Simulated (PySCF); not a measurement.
**CH4O3Si: NMR shifts at several levels of theory, part 1 of 2**

Aim: compute the NMR shifts of CH4O3Si (`O=C[SiH](O)O`) at several levels, and see how far they spread and what each costs.

Computed with PySCF 2.14.0, with density-fitted response routines of our own, on a single molecule in the gas phase. Atoms are numbered from 0 throughout.

**1. The starting structure**

9 atoms, charge 0, multiplicity 1; geometry from: PBE0-D3(BJ)/def2-SVP.

Bonds of the start (Å): O0–C1 1.21, C1–Si2 1.92, Si2–O3 1.66, Si2–O4 1.65, C1–H5 1.12, Si2–H6 1.49, O3–H7 0.96, O4–H8 0.97.

**2. Shielding tensors: PBE0/pcSseg-2**

Job settings and geometry (Å):

```
{"job": {"kind": "nmr", "xc": "PBE0", "basis": "pcSseg-2", "pop": false}, "charge": 0, "multiplicity": 1}
O      1.928727     0.537135    -0.739155
C      1.228022    -0.435894    -0.562599
Si    -0.366750    -0.152418     0.474489
O     -1.602103    -0.401289    -0.600365
O     -0.172853     1.408710     0.972379
H      1.518885    -1.418997    -1.019808
H     -0.525358    -1.032736     1.662463
H     -2.505824    -0.342492    -0.276827
H      0.556265     1.821748     0.483703
```

With the program's defaults for keys left out, this is: GIAO PBE0/pcSseg-2 NMR shielding, non-relativistic, gas phase.

Run with:

```sh
$ OMP_NUM_THREADS=1 python probes_run.py task.json out
```

The driver reads the jobs from task.json and runs them one after another.

Output:

```text
coarse grid: 8448 points
cycle   1  E = -555.2309654138  dE =  6.680e-01  |g| = 1.178e+00  |ddm| = 2.201e+00
cycle   2  E = -554.5677245349  dE =  6.632e-01  |g| = 2.195e+00  |ddm| = 1.859e+00
cycle   3  E = -555.4660883333  dE = -8.984e-01  |g| = 2.732e-01  |ddm| = 1.447e+00
cycle   4  E = -555.4777093407  dE = -1.162e-02  |g| = 1.304e-01  |ddm| = 1.859e-01
cycle   5  E = -555.4806101535  dE = -2.901e-03  |g| = 1.763e-02  |ddm| = 6.946e-02
cycle   6  E = -555.4806769674  dE = -6.681e-05  |g| = 4.500e-03  |ddm| = 1.451e-02
cycle   7  E = -555.4806810532  dE = -4.086e-06  |g| = 1.208e-03  |ddm| = 4.433e-03
final grid: 78248 points
cycle   8  E = -555.4748260329  dE = -4.436e-05  |g| = 1.006e-02  |ddm| = 2.180e-02
cycle   9  E = -555.4747736050  dE =  5.243e-05  |g| = 1.959e-02  |ddm| = 1.242e-02
cycle  10  E = -555.4748433075  dE = -6.970e-05  |g| = 1.791e-03  |ddm| = 9.043e-03
cycle  11  E = -555.4748438736  dE = -5.662e-07  |g| = 4.406e-04  |ddm| = 1.223e-03
cycle  12  E = -555.4748439032  dE = -2.958e-08  |g| = 1.181e-04  |ddm| = 2.273e-04
cycle  13  E = -555.4748439063  dE = -3.042e-09  |g| = 2.139e-05  |ddm| = 9.428e-05
cycle  14  E = -555.4748439063  dE = -6.662e-11  |g| = 8.846e-06  |ddm| = 1.375e-05
converged SCF energy = -555.4748439063

GIAO shielding tensors (ppm)
atom      isotropic    diamagn.    paramagn.     s11        s22        s33       span
  0 O     -548.824     393.397    -942.221  -1521.840   -555.584    430.953   1952.793
  1 C      -69.662     251.525    -321.187   -204.866   -101.138     97.018    301.883
  2 Si     396.652     876.186    -479.534    339.579    401.760    448.618    109.039
  3 O      266.307     387.052    -120.745    207.062    294.012    297.849     90.787
  4 O      276.724     387.459    -110.735    210.465    286.258    333.448    122.983
  5 H       19.416      27.806      -8.389     13.899     20.930     23.420      9.520
  6 H       26.285      28.689      -2.405     22.306     25.292     31.256      8.950
  7 H       29.042      30.695      -1.653     22.257     24.105     40.763     18.506
  8 H       27.155      31.858      -4.703     18.044     22.466     40.955     22.911
```

Run time: 30 s. Hardware: 1 thread of Arm Neoverse V1, shared host; peak memory 1 GiB.

Shifts follow as δ = σ(reference) − σ, with reference shieldings (ppm) from runs at the same level and on the same kind of geometry: 1H TMS 31.25, 13C TMS 184.1, 29Si TMS 341.3, 17O H2O 328.2. The references are single molecules in the gas phase, so shifts against H2O, NH3, PH3, H3PO4 or CFCl3 are not on the usual liquid scales and can be off by tens of ppm. Atoms listed in one row are averaged.

```csv
atoms,environment,σ (ppm),δ (ppm)
C1,carbonyl carbon,-69.7,253.8
H5,hydrogen on a carbonyl carbon,19.42,11.83
H6,"hydrogen on a silicon bonded to C, 2 O",26.28,4.96
"H7, H8",hydrogen on an oxygen bonded to Si,28.10,3.15
O0,carbonyl oxygen,-548.8,877.0
"O3, O4","oxygen bonded to Si, H",271.5,56.6
Si2,"silicon bonded to C, 2 O, H",396.7,-55.4
```

**3. Nuclear shieldings: mPW1PW91/pcSseg-2**

The job, as its differences from that of step 2:

```diff
@@ -1,2 +1,2 @@
-{"job": {"kind": "nmr", "xc": "PBE0", "basis": "pcSseg-2", "pop": false}, "charge": 0, "multiplicity": 1}
+{"job": {"kind": "nmr", "xc": "mPW1PW91", "basis": "pcSseg-2", "pop": false}, "charge": 0, "multiplicity": 1}
 O      1.928727     0.537135    -0.739155
```

Level: GIAO mPW1PW91/pcSseg-2 NMR shielding, non-relativistic, gas phase.

Output:

```text
coarse grid: 8448 points
cycle   1  E = -555.5675636380  dE =  6.753e-01  |g| = 1.207e+00  |ddm| = 2.199e+00
cycle   2  E = -554.8730528768  dE =  6.945e-01  |g| = 2.244e+00  |ddm| = 1.924e+00
cycle   3  E = -555.8128595643  dE = -9.398e-01  |g| = 2.810e-01  |ddm| = 1.512e+00
cycle   4  E = -555.8251419437  dE = -1.228e-02  |g| = 1.356e-01  |ddm| = 1.924e-01
cycle   5  E = -555.8282671339  dE = -3.125e-03  |g| = 1.834e-02  |ddm| = 7.169e-02
cycle   6  E = -555.8283397867  dE = -7.265e-05  |g| = 4.672e-03  |ddm| = 1.519e-02
cycle   7  E = -555.8283441701  dE = -4.383e-06  |g| = 1.280e-03  |ddm| = 4.610e-03
final grid: 78248 points
cycle   8  E = -555.8226889892  dE = -4.485e-05  |g| = 6.415e-03  |ddm| = 2.224e-02
cycle   9  E = -555.8226678515  dE =  2.114e-05  |g| = 1.242e-02  |ddm| = 7.857e-03
cycle  10  E = -555.8226961808  dE = -2.833e-05  |g| = 1.160e-03  |ddm| = 5.759e-03
cycle  11  E = -555.8226964138  dE = -2.330e-07  |g| = 3.988e-04  |ddm| = 9.462e-04
cycle  12  E = -555.8226964386  dE = -2.480e-08  |g| = 1.240e-04  |ddm| = 2.171e-04
cycle  13  E = -555.8226964416  dE = -3.027e-09  |g| = 1.680e-05  |ddm| = 8.102e-05
cycle  14  E = -555.8226964417  dE = -3.979e-11  |g| = 8.833e-06  |ddm| = 1.157e-05
converged SCF energy = -555.8226964417

GIAO shielding tensors (ppm)
atom      isotropic    diamagn.    paramagn.     s11        s22        s33       span
  0 O     -546.553     393.541    -940.094  -1512.717   -557.392    430.451   1943.168
  1 C      -69.745     251.621    -321.366   -204.294   -101.451     96.509    300.803
  2 Si     395.952     876.307    -480.355    339.300    400.899    447.657    108.358
  3 O      266.472     387.088    -120.616    208.394    293.477    297.545     89.151
  4 O      276.700     387.395    -110.695    211.405    286.379    332.315    120.910
  5 H       19.518      27.801      -8.283     14.046     21.024     23.484      9.438
  6 H       26.367      28.745      -2.378     22.408     25.366     31.327      8.918
  7 H       29.100      30.718      -1.618     22.316     24.164     40.820     18.504
  8 H       27.207      31.850      -4.643     18.112     22.536     40.972     22.859
```

Wall time 32 s (1 thread of Arm Neoverse V1, shared host); peak memory 1 GiB.

This run: δ C1 253.3, O0 873.7, O3 55.5, Si2 -55.9, H5 11.77, H6 4.93 ppm (means over like atoms).

**4. Shielding tensors: WP04/pcSseg-2**

The job, as its differences from that of step 3:

```diff
@@ -1,2 +1,2 @@
-{"job": {"kind": "nmr", "xc": "mPW1PW91", "basis": "pcSseg-2", "pop": false}, "charge": 0, "multiplicity": 1}
+{"job": {"kind": "nmr", "xc": "WP04", "basis": "pcSseg-2", "pop": false}, "charge": 0, "multiplicity": 1}
 O      1.928727     0.537135    -0.739155
```

With the program's defaults for keys left out, this is: GIAO WP04/pcSseg-2 NMR shielding, non-relativistic, gas phase.

Output:

```text
coarse grid: 8448 points
cycle   1  E = -563.8832854503  dE =  8.256e-01  |g| = 1.735e+00  |ddm| = 2.202e+00
cycle   2  E = -561.7926176342  dE =  2.091e+00  |g| = 3.576e+00  |ddm| = 3.537e+00
cycle   3  E = -564.3307515806  dE = -2.538e+00  |g| = 5.364e-01  |ddm| = 3.182e+00
cycle   4  E = -564.3658869903  dE = -3.514e-02  |g| = 3.822e-01  |ddm| = 4.185e-01
cycle   5  E = -564.3911835585  dE = -2.530e-02  |g| = 5.585e-02  |ddm| = 1.803e-01
cycle   6  E = -564.3918166810  dE = -6.331e-04  |g| = 1.484e-02  |ddm| = 4.457e-02
cycle   7  E = -564.3918613006  dE = -4.462e-05  |g| = 5.032e-03  |ddm| = 1.362e-02
cycle   8  E = -564.3918652872  dE = -3.987e-06  |g| = 2.122e-03  |ddm| = 3.083e-03
final grid: 78248 points
cycle   9  E = -564.3852467555  dE = -8.182e-05  |g| = 6.868e-03  |ddm| = 2.829e-02
cycle  10  E = -564.3852174141  dE =  2.934e-05  |g| = 1.419e-02  |ddm| = 9.039e-03
cycle  11  E = -564.3852542597  dE = -3.685e-05  |g| = 2.270e-03  |ddm| = 6.597e-03
cycle  12  E = -564.3852551003  dE = -8.406e-07  |g| = 7.330e-04  |ddm| = 1.526e-03
cycle  13  E = -564.3852551803  dE = -8.001e-08  |g| = 2.550e-04  |ddm| = 4.134e-04
cycle  14  E = -564.3852551923  dE = -1.205e-08  |g| = 4.217e-05  |ddm| = 1.665e-04
cycle  15  E = -564.3852551927  dE = -3.358e-10  |g| = 9.766e-06  |ddm| = 3.617e-05
converged SCF energy = -564.3852551927

GIAO shielding tensors (ppm)
atom      isotropic    diamagn.    paramagn.     s11        s22        s33       span
  0 O     -495.361     393.875    -889.236  -1357.334   -544.178    415.430   1772.763
  1 C      -77.390     252.428    -329.818   -208.882   -109.119     85.832    294.714
  2 Si     395.995     878.061    -482.066    344.744    401.117    442.125     97.381
  3 O      267.360     389.069    -121.708    220.264    284.750    297.067     76.802
  4 O      276.338     389.616    -113.279    218.521    291.074    319.419    100.898
  5 H       20.465      28.198      -7.733     15.554     21.799     24.041      8.487
  6 H       27.219      29.368      -2.150     23.410     26.115     32.130      8.720
  7 H       29.458      30.760      -1.302     22.732     24.540     41.101     18.369
  8 H       27.488      31.799      -4.311     18.599     22.999     40.867     22.269
```

It took 30 s on 1 thread of Arm Neoverse V1, shared host; peak memory 1 GiB.

Key values: δ C1 249.5, O0 809.4, O3 42.2, Si2 -68.0, H5 11.15, H6 4.39 ppm (means over like atoms).

**5. NMR shieldings: B97-2/pcSseg-2**

The job, as its differences from that of step 4:

```diff
@@ -1,2 +1,2 @@
-{"job": {"kind": "nmr", "xc": "WP04", "basis": "pcSseg-2", "pop": false}, "charge": 0, "multiplicity": 1}
+{"job": {"kind": "nmr", "xc": "B97-2", "basis": "pcSseg-2", "pop": false}, "charge": 0, "multiplicity": 1}
 O      1.928727     0.537135    -0.739155
```

Method: GIAO B97-2/pcSseg-2 NMR shielding, non-relativistic, gas phase.

Output:

```text
coarse grid: 8448 points
cycle   1  E = -555.5274719352  dE =  6.782e-01  |g| = 1.228e+00  |ddm| = 2.205e+00
cycle   2  E = -554.7302904333  dE =  7.972e-01  |g| = 2.348e+00  |ddm| = 2.071e+00
cycle   3  E = -555.7812762802  dE = -1.051e+00  |g| = 3.044e-01  |ddm| = 1.663e+00
cycle   4  E = -555.7959156268  dE = -1.464e-02  |g| = 1.497e-01  |ddm| = 2.153e-01
cycle   5  E = -555.7997880890  dE = -3.872e-03  |g| = 2.103e-02  |ddm| = 7.985e-02
cycle   6  E = -555.7998859445  dE = -9.786e-05  |g| = 5.254e-03  |ddm| = 1.755e-02
cycle   7  E = -555.7998916144  dE = -5.670e-06  |g| = 1.439e-03  |ddm| = 5.382e-03
final grid: 78248 points
cycle   8  E = -555.7993965860  dE = -7.037e-05  |g| = 5.381e-03  |ddm| = 2.410e-02
cycle   9  E = -555.7993867095  dE =  9.877e-06  |g| = 8.681e-03  |ddm| = 5.782e-03
cycle  10  E = -555.7993999405  dE = -1.323e-05  |g| = 1.729e-03  |ddm| = 4.530e-03
cycle  11  E = -555.7994003909  dE = -4.504e-07  |g| = 6.468e-04  |ddm| = 1.127e-03
cycle  12  E = -555.7994004641  dE = -7.322e-08  |g| = 9.083e-05  |ddm| = 3.560e-04
cycle  13  E = -555.7994004652  dE = -1.132e-09  |g| = 3.732e-05  |ddm| = 6.063e-05
cycle  14  E = -555.7994004655  dE = -2.765e-10  |g| = 7.944e-06  |ddm| = 2.614e-05
converged SCF energy = -555.7994004655

GIAO shielding tensors (ppm)
atom      isotropic    diamagn.    paramagn.     s11        s22        s33       span
  0 O     -516.886     393.824    -910.710  -1442.567   -535.493    427.401   1869.968
  1 C      -63.579     251.886    -315.465   -193.109    -94.326     96.699    289.808
  2 Si     404.493     876.480    -471.987    349.427    409.574    454.479    105.052
  3 O      268.513     387.268    -118.755    212.719    294.193    298.627     85.908
  4 O      278.368     387.812    -109.445    214.909    288.413    331.781    116.871
  5 H       19.658      27.819      -8.161     14.375     21.093     23.507      9.132
  6 H       26.488      28.901      -2.413     22.546     25.474     31.445      8.899
  7 H       29.221      30.829      -1.608     22.441     24.282     40.940     18.499
  8 H       27.302      32.016      -4.715     18.238     22.665     41.001     22.764
```

It took 34 s on 1 thread of Arm Neoverse V1, shared host; peak memory 1 GiB.

In short: δ C1 247.0, O0 843.1, O3 52.8, Si2 -56.9, H5 11.70, H6 4.87 ppm (means over like atoms).

**6. Shielding tensors: BHandHLYP/pcSseg-2**

The job, as its differences from that of step 5:

```diff
@@ -1,2 +1,2 @@
-{"job": {"kind": "nmr", "xc": "B97-2", "basis": "pcSseg-2", "pop": false}, "charge": 0, "multiplicity": 1}
+{"job": {"kind": "nmr", "xc": "BHandHLYP", "basis": "pcSseg-2", "pop": false}, "charge": 0, "multiplicity": 1}
 O      1.928727     0.537135    -0.739155
```

With the program's defaults for keys left out, this is: GIAO BHandHLYP/pcSseg-2 NMR shielding, non-relativistic, gas phase.

Output:

```text
coarse grid: 8448 points
cycle   1  E = -555.5219813504  dE =  6.366e-01  |g| = 1.118e+00  |ddm| = 2.170e+00
cycle   2  E = -555.2989890497  dE =  2.230e-01  |g| = 1.589e+00  |ddm| = 1.281e+00
cycle   3  E = -555.7490578149  dE = -4.501e-01  |g| = 1.571e-01  |ddm| = 8.626e-01
cycle   4  E = -555.7525383512  dE = -3.481e-03  |g| = 8.531e-02  |ddm| = 1.009e-01
cycle   5  E = -555.7537805472  dE = -1.242e-03  |g| = 8.223e-03  |ddm| = 4.772e-02
cycle   6  E = -555.7537992805  dE = -1.873e-05  |g| = 2.315e-03  |ddm| = 8.748e-03
cycle   7  E = -555.7538013318  dE = -2.051e-06  |g| = 9.622e-04  |ddm| = 3.833e-03
final grid: 78248 points
cycle   8  E = -555.7507085898  dE = -2.073e-05  |g| = 2.120e-03  |ddm| = 1.281e-02
cycle   9  E = -555.7507087718  dE = -1.820e-07  |g| = 1.947e-03  |ddm| = 2.256e-03
cycle  10  E = -555.7507094266  dE = -6.549e-07  |g| = 5.532e-04  |ddm| = 1.113e-03
cycle  11  E = -555.7507094776  dE = -5.101e-08  |g| = 1.975e-04  |ddm| = 3.236e-04
cycle  12  E = -555.7507094855  dE = -7.909e-09  |g| = 5.747e-05  |ddm| = 1.587e-04
cycle  13  E = -555.7507094864  dE = -9.056e-10  |g| = 2.118e-05  |ddm| = 4.157e-05
converged SCF energy = -555.7507094864

GIAO shielding tensors (ppm)
atom      isotropic    diamagn.    paramagn.     s11        s22        s33       span
  0 O     -551.815     393.505    -945.320  -1513.287   -578.365    436.206   1949.493
  1 C      -67.656     250.928    -318.584   -202.616   -102.149    101.797    304.413
  2 Si     405.955     874.611    -468.656    354.979    409.100    453.785     98.806
  3 O      272.391     387.540    -115.149    220.264    294.330    302.580     82.316
  4 O      282.871     388.108    -105.237    222.274    293.564    332.774    110.500
  5 H       20.013      28.059      -8.045     14.891     21.329     23.821      8.931
  6 H       26.772      28.699      -1.927     22.846     25.648     31.823      8.977
  7 H       29.124      30.750      -1.627     22.111     23.933     41.327     19.216
  8 H       27.190      31.776      -4.585     17.888     22.387     41.296     23.408
```

Run time: 34 s. Hardware: 1 thread of Arm Neoverse V1, shared host; peak memory 1 GiB.

Key values: δ C1 251.9, O0 878.4, O3 49.0, Si2 -60.2, H5 11.44, H6 4.68 ppm (means over like atoms).

**7. NMR shieldings: CAM-B3LYP/pcSseg-2**

The job, as its differences from that of step 6:

```diff
@@ -1,2 +1,2 @@
-{"job": {"kind": "nmr", "xc": "BHandHLYP", "basis": "pcSseg-2", "pop": false}, "charge": 0, "multiplicity": 1}
+{"job": {"kind": "nmr", "xc": "CAM-B3LYP", "basis": "pcSseg-2", "pop": false}, "charge": 0, "multiplicity": 1}
 O      1.928727     0.537135    -0.739155
```

With the program's defaults for keys left out, this is: GIAO CAM-B3LYP/pcSseg-2 NMR shielding, non-relativistic, gas phase.

Output:

```text
coarse grid: 8448 points
cycle   1  E = -555.5398862170  dE =  6.630e-01  |g| = 1.231e+00  |ddm| = 2.170e+00
cycle   2  E = -555.1617388376  dE =  3.781e-01  |g| = 1.923e+00  |ddm| = 1.497e+00
cycle   3  E = -555.8080000627  dE = -6.463e-01  |g| = 1.826e-01  |ddm| = 1.029e+00
cycle   4  E = -555.8123393733  dE = -4.339e-03  |g| = 1.025e-01  |ddm| = 1.139e-01
cycle   5  E = -555.8140617836  dE = -1.722e-03  |g| = 1.082e-02  |ddm| = 5.359e-02
cycle   6  E = -555.8140884050  dE = -2.662e-05  |g| = 2.792e-03  |ddm| = 1.035e-02
cycle   7  E = -555.8140905626  dE = -2.158e-06  |g| = 1.196e-03  |ddm| = 4.119e-03
final grid: 78248 points
cycle   8  E = -555.8096266167  dE = -3.665e-05  |g| = 2.902e-03  |ddm| = 1.537e-02
cycle   9  E = -555.8096265557  dE =  6.101e-08  |g| = 2.990e-03  |ddm| = 3.035e-03
cycle  10  E = -555.8096280505  dE = -1.495e-06  |g| = 7.776e-04  |ddm| = 1.568e-03
cycle  11  E = -555.8096281440  dE = -9.350e-08  |g| = 2.616e-04  |ddm| = 4.406e-04
cycle  12  E = -555.8096281570  dE = -1.302e-08  |g| = 9.779e-05  |ddm| = 2.127e-04
cycle  13  E = -555.8096281594  dE = -2.377e-09  |g| = 2.690e-05  |ddm| = 6.465e-05
cycle  14  E = -555.8096281601  dE = -7.278e-10  |g| = 1.219e-05  |ddm| = 5.312e-05
converged SCF energy = -555.8096281601

GIAO shielding tensors (ppm)
atom      isotropic    diamagn.    paramagn.     s11        s22        s33       span
  0 O     -552.203     393.058    -945.260  -1531.113   -557.782    432.288   1963.402
  1 C      -75.420     250.667    -326.087   -215.554   -106.893     96.186    311.740
  2 Si     388.013     875.346    -487.333    332.002    392.989    439.049    107.047
  3 O      266.776     386.752    -119.977    209.132    292.151    299.043     89.911
  4 O      277.925     387.651    -109.726    212.607    288.447    332.721    120.114
  5 H       19.692      28.180      -8.487     14.343     21.016     23.718      9.375
  6 H       26.467      28.624      -2.158     22.512     25.450     31.439      8.927
  7 H       29.048      30.796      -1.748     22.263     24.107     40.774     18.511
  8 H       27.127      31.819      -4.691     17.967     22.453     40.962     22.995
```

Wall time 51 s (1 thread of Arm Neoverse V1, shared host); peak memory 1 GiB.

Key values: δ C1 258.0, O0 882.0, O3 57.4, Si2 -59.1, H5 11.64, H6 4.87 ppm (means over like atoms).

**8. NMR shieldings: wB97X-D/pcSseg-2**

The job, as its differences from that of step 7:

```diff
@@ -1,2 +1,2 @@
-{"job": {"kind": "nmr", "xc": "CAM-B3LYP", "basis": "pcSseg-2", "pop": false}, "charge": 0, "multiplicity": 1}
+{"job": {"kind": "nmr", "xc": "wB97X-D", "basis": "pcSseg-2", "pop": false}, "charge": 0, "multiplicity": 1}
 O      1.928727     0.537135    -0.739155
```

Level: GIAO wB97X-D/pcSseg-2 NMR shielding, non-relativistic, gas phase.

Output:

```text
coarse grid: 8448 points
cycle   1  E = -555.5249289035  dE =  6.485e-01  |g| = 1.230e+00  |ddm| = 2.168e+00
cycle   2  E = -555.2751638374  dE =  2.498e-01  |g| = 1.744e+00  |ddm| = 1.340e+00
cycle   3  E = -555.7973544656  dE = -5.222e-01  |g| = 1.654e-01  |ddm| = 8.554e-01
cycle   4  E = -555.8011097265  dE = -3.755e-03  |g| = 8.856e-02  |ddm| = 9.611e-02
cycle   5  E = -555.8024071234  dE = -1.297e-03  |g| = 1.058e-02  |ddm| = 4.913e-02
cycle   6  E = -555.8024384823  dE = -3.136e-05  |g| = 2.641e-03  |ddm| = 1.276e-02
cycle   7  E = -555.8024413280  dE = -2.846e-06  |g| = 9.948e-04  |ddm| = 4.807e-03
final grid: 78248 points
cycle   8  E = -555.7945745128  dE = -9.112e-05  |g| = 5.981e-03  |ddm| = 3.169e-02
cycle   9  E = -555.7945732410  dE =  1.272e-06  |g| = 6.564e-03  |ddm| = 7.003e-03
cycle  10  E = -555.7945799082  dE = -6.667e-06  |g| = 1.099e-03  |ddm| = 2.864e-03
cycle  11  E = -555.7945801054  dE = -1.972e-07  |g| = 4.376e-04  |ddm| = 8.012e-04
cycle  12  E = -555.7945801449  dE = -3.947e-08  |g| = 1.406e-04  |ddm| = 3.106e-04
cycle  13  E = -555.7945801508  dE = -5.953e-09  |g| = 3.811e-05  |ddm| = 1.404e-04
cycle  14  E = -555.7945801530  dE = -2.142e-09  |g| = 1.878e-05  |ddm| = 1.020e-04
cycle  15  E = -555.7945801536  dE = -6.098e-10  |g| = 1.079e-05  |ddm| = 5.604e-05
converged SCF energy = -555.7945801536

GIAO shielding tensors (ppm)
atom      isotropic    diamagn.    paramagn.     s11        s22        s33       span
  0 O     -552.321     393.592    -945.913  -1532.444   -559.058    434.539   1966.984
  1 C      -70.516     251.808    -322.324   -207.899   -102.743     99.095    306.995
  2 Si     396.283     875.875    -479.592    339.795    400.270    448.785    108.990
  3 O      268.471     387.062    -118.591    212.550    293.737    299.126     86.576
  4 O      278.729     387.074    -108.345    215.781    288.429    331.978    116.197
  5 H       19.661      27.854      -8.193     14.167     21.140     23.675      9.508
  6 H       26.476      28.711      -2.235     22.531     25.450     31.448      8.916
  7 H       29.151      30.710      -1.559     22.331     24.182     40.941     18.610
  8 H       27.266      31.705      -4.439     18.144     22.551     41.102     22.959
```

Wall time 52 s (1 thread of Arm Neoverse V1, shared host); peak memory 0.99 GiB.

Key values: δ C1 254.9, O0 879.2, O3 53.2, Si2 -55.6, H5 11.70, H6 4.88 ppm (means over like atoms).

(Continued in part 2 of 2.)
